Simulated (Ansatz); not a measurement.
# CsGdS2 (NaFeO2 type): equation of state

The task here is to estimate one member of a computed series from the others.

Method: DFT PBEsol, scalar-relativistic, plane waves, PAW, in Ansatz 0.2.0.

2 further runs of the same task are left out: 2 that didn't finish.

**The starting structure**

Symmetry: R-3m, No. 166, trigonal system. Conventional cell: a = 4.080 Å, b = 4.080 Å, c = 23.784 Å, α = 90.00°, β = 90.00°, γ = 120.00°. Cs (site symmetry -3m) is surrounded by 6 S at 3.44 Å. Around Gd (site symmetry -3m) lie 6 S at 2.77 Å. S (site symmetry 3m) has 3 Gd at 2.77 Å and 3 Cs at 3.44 Å as nearest neighbours.

Coordinates:

```xyz
4
Lattice="2.0398 1.1777 7.9281 -2.0398 1.1777 7.9281 0.0000 -2.3553 7.9281" Properties=species:S:1:pos:R:3 pbc="T T T"
Cs    0.0000    0.0000   11.8921
Gd    0.0000    0.0000    0.0000
S     0.0000    0.0000    6.4663
S     0.0000    0.0000   17.3180
```

This cell comes from an earlier session at PBEsol: 28.567 Å³/atom at 0.01 GPa, on a 8×8×8 mesh.

Volume factors to run: 0.980, 1.020, 0.960, 1.040.

The first run:

input.yaml reads:

```yaml
crystal:
  lattice:
    - [2.0260970017, 1.1697676493, 7.8748686951]
    - [-2.0260970017, 1.1697676493, 7.8748686951]
    - [0.0, -2.3395352986, 7.8748686952]
  atoms:
    - { symbol: Cs, position: [0.5, 0.5, 0.5] }
    - { symbol: Gd, position: [0.0, 0.0, 0.0], spin: 7.58 }
    - { symbol: S, position: [0.2718716935, 0.2718716935, 0.2718716935] }
    - { symbol: S, position: [0.7281283065, 0.7281283065, 0.7281283065] }
basis:
  ecutwfc: 420
  ecutrho_ratio: 4
kpoints:
  mp_grid: { grid: [8, 8, 8] }
hamiltonian:
  xc: pbesol
scf:
  occupations: { method: gaussian, width: 0.05 }
output:
  forces: true
  stress: true
  eigenvalues: true
  populations: true
magnetization:
  spin_polarized: true
relax:
  f_tol: 0.01
  max_steps: 40
  cell: { stress_tol: 0.1, fix: [volume] }
```

Command:

```sh
ansatz run input.yaml --threads 4 --pin off --max-ram 4096MiB --backend cpu --events-out ev --progress --plain --runs-dir out
```

Among the steps run: Scaling the volume by 0.980; Volume × 1.020; Scaling the volume by 0.960; At 1.040 of the relaxed volume.

One table of the session follows, with a row left open; its other results are not shown here.

It belongs to the step «Energy and pressure against volume». 

| volume (Å³/atom) | energy (meV/atom) | pressure (GPa) | gap (eV) |
| --- | --- | --- | --- |
| 27.425 | 6.87 | 1.98 | 1.61 |
| 27.996 | 1.69 | 0.95 | 1.68 |
| 28.567 | 0.00 | 0.01 | 1.73 |
| 29.139 | ? | ? | ? |
| 29.710 | 5.70 | -1.56 | 1.75 |

Q: Estimate the row for volume (Å³/atom) = 29.139 from the others.

Worked estimate for «energy (meV/atom)». A straight line through the neighbours (28.567, 0.00) and (29.710, 5.70) gives 0.00 + (5.70 − 0.00) × (29.139 − 28.567) / (29.710 − 28.567) = 2.85; a parabola fitted to 3 rows on both sides gives 1.34.

The run gave: energy (meV/atom): 1.45; pressure (GPa): -0.81; gap (eV): 1.77. In «energy (meV/atom)» the line misses by +1.40 and the parabola by -0.11.

To keep in mind: Warnings in the runs' records: stability check not made.
